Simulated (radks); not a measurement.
**Exchange and kinetic functionals tested on atomic densities: Tm³⁶⁺, H, Al²⁺, Rb, W⁴¹⁺, Cu⁺**

An exercise on one series of results from a longer session: the logs are not shown, and one member is left open.

Program: radks (a radial shooting solver on a logarithmic mesh, Libxc functionals) version 1. Level of theory: non-relativistic Kohn-Sham, PBE, spin-polarised, spherical densities, point nucleus; open shells are filled with parallel spins first. These are calculated values, not measurements, unless marked.

## The system

```
species : Tm³⁶⁺ ([Ar] 3d10 4s2 4p3), H (1s1), Al²⁺ ([Ne] 3s1), Rb ([Kr] 5s1), W⁴¹⁺ ([Ar] 3d10 4s2 4p3), Cu⁺ ([Ar] 3d10)
```

The first run:

Input:

```text
Z 69
configuration [Ar] 3d10 4s2 4p3
relativity non-relativistic
functional pbe,pbe
spin polarised
nucleus point
```

Among the steps run: Tm³⁶⁺, [Ar] 3d10 4s2 4p3.

One table of the session follows, with a row left open; its other results are not shown here.

From the orbitals of this run (lengths in bohr):

| level | <r> | outermost maximum (interpolated) | 90 % within | nodes |
| --- | --- | --- | --- | --- |
| 3p up | ? | ? | ? | ? |
| 3p down | 0.2240 | 0.206 | 0.332 | 1 |
| 3d up | 0.1968 | 0.163 | 0.304 | 0 |
| 3d down | 0.1967 | 0.163 | 0.303 | 0 |
| 4s up | 0.4667 | 0.461 | 0.657 | 3 |
| 4s down | 0.4670 | 0.460 | 0.658 | 3 |
| 4p up | 0.4641 | 0.457 | 0.659 | 2 |
| 4p down | 0.4644 | 0.457 | 0.661 | 2 |

**Question.** Estimate the row for 3p up.

**Answer.** <r>: 0.2241; outermost maximum (interpolated): 0.206; 90 % within: 0.333; nodes: 1. In the column «<r>» it lies between 3p down (0.2240) and 4p up (0.4641).
